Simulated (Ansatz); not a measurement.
Crystal: Cd3Se.

```
Cd Se
1.0
    -2.04095    2.04095    6.08708
     2.04095   -2.04095    6.08708
     2.04095    2.04095   -6.08708
Cd Se
3 1
Direct
  0.50000 0.50000 0.00000
  0.25000 0.75000 0.50000
  0.75000 0.25000 0.50000
  0.00000 0.00000 0.00000
```

The cell comes from a database or a generator and needn't be the stable form of this composition.

Base run:

- Program: Ansatz 0.2.0
- Functional: PBEsol
- Potentials or basis: all-electron LAPW, scalar-relativistic
- Cutoff: 241 eV
- Density cutoff: 964 eV
- Basis error allowed: 0.001 eV/atom
- k mesh: 9 × 9 × 9
- Occupations: fermi-dirac, width 0.05 eV
- Spin: no spin polarisation

Its results: pressure -3.7 GPa.

Problem. After a change of settings the same cell gave: pressure -0.5 GPa. Which change was it?
A. potentials or basis from all-electron LAPW, scalar-relativistic to all-electron LAPW, inner shells corrected to Dirac's equation; basis error allowed from 0.001 eV/atom to 0.002 eV/atom
B. functional from PBEsol to PBE; basis error allowed from 0.001 eV/atom to 0.002 eV/atom
C. functional from PBEsol to LDA; basis error allowed from 0.001 eV/atom to 0.002 eV/atom
D. potentials or basis from all-electron LAPW, scalar-relativistic to all-electron LAPW, non-relativistic; basis error allowed from 0.001 eV/atom to 0.002 eV/atom

Solution. B.

Not every run made on this cell is shown here.
